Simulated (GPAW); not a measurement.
# Sn3Se in GPAW: the effect of target pressure

Crystal: Sn3Se.

```
Sn Se
1.0
     0.00000    3.73314    3.73314
     3.73314    0.00000    3.73314
     3.73314    3.73314    0.00000
Sn Se
3 1
Direct
  0.50000 0.50000 0.50000
  0.75000 0.75000 0.75000
  0.25000 0.25000 0.25000
  0.00000 0.00000 0.00000
```

The cell comes from a database or a generator and needn't be the stable form of this composition.

Alike in all runs:

* Program: GPAW 26.7.0
* Task: relaxation of cell and atoms
* Functional: PBEsol
* Potentials or basis: PAW data sets generated in the run's folder for this functional
* Cutoff: 600 eV
* Basis: pw
* k mesh: 6 × 6 × 6
* Occupations: fermi-dirac, width 0.05 eV
* Spin: no spin polarisation

Each run relaxes the cell or the atoms first.

```csv
target pressure,target pressure,relaxed volume (Å³/atom)
0 GPa,-,24.34
2 GPa,2 GPa,23.61
5 GPa,5 GPa,22.66
10 GPa,10 GPa,21.46
20 GPa,20 GPa,19.80
30 GPa,30 GPa,?
```

Task: What does the run with target pressure 30 GPa give?

Result: Relaxed volume 18.65 Å³/atom.

Worked out: In Murnaghan's law V^(-B') rises as a straight line in P. The other rows fit best with B' = 4.4, V0 = 24.35 Å³/atom and B0 = 59 GPa, which gives 18.66 Å³/atom at 30 GPa, against the run's 18.65.

Caveats: later steps reuse the first step's grids; the volume moved by over 15 % at a fixed basis, so the end points are rough (some runs).
